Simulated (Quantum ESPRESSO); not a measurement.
**Nd under changes of volume**

One of the cells (35.761 Å³/atom); the others are scaled copies at fixed shape and fractional positions:

```
Nd
1.0
    -2.07547    2.07547    2.07547
     2.07547   -2.07547    2.07547
     2.07547    2.07547   -2.07547
Nd
1
Direct
  0.00000 0.00000 0.00000
```

This isn't the form of Nd at room conditions, which is double hcp.

* Program: Quantum ESPRESSO 7.5
* Functional: PBEsol
* Potentials or basis: SSSP 1.3 efficiency PBE
* Cutoff: 748 eV
* Density cutoff: 5987 eV
* k mesh: 9 × 9 × 9
* Occupations: fermi-dirac, width 0.05 eV
* Spin: collinear spin, ferromagnetic start
* Starting moments: [3.0] μB

```tsv
volume (Å³/atom)	energy over the lowest point (meV/atom)	pressure (GPa)	moment (μB per cell)
33.615	0.00	-3.2	4.12
34.331	?	?	?
35.046	132.58	-3.9	4.07
35.761	48.27	-3.6	4.13
36.476	65.34	-3.7	4.13
37.191	193.45	-4.6	4.10
37.907	215.72	-4.8	4.11
```

**Question.** What does the run at 34.331 Å³/atom give?

**Answer.** Energy over the lowest point 15.54 meV/atom; pressure -3.4 GPa; moment 4.12 μB per cell.

The energies don't lie on one smooth curve, so no fit is given. The run at 35.046 Å³/atom lies farthest off, from a change of basis, grid or state.

Energies are extrapolated to zero smearing.

Caveats: the potentials were made for another functional, which shifts forces and pressure; the magnetic or orbital state may not be the lowest.
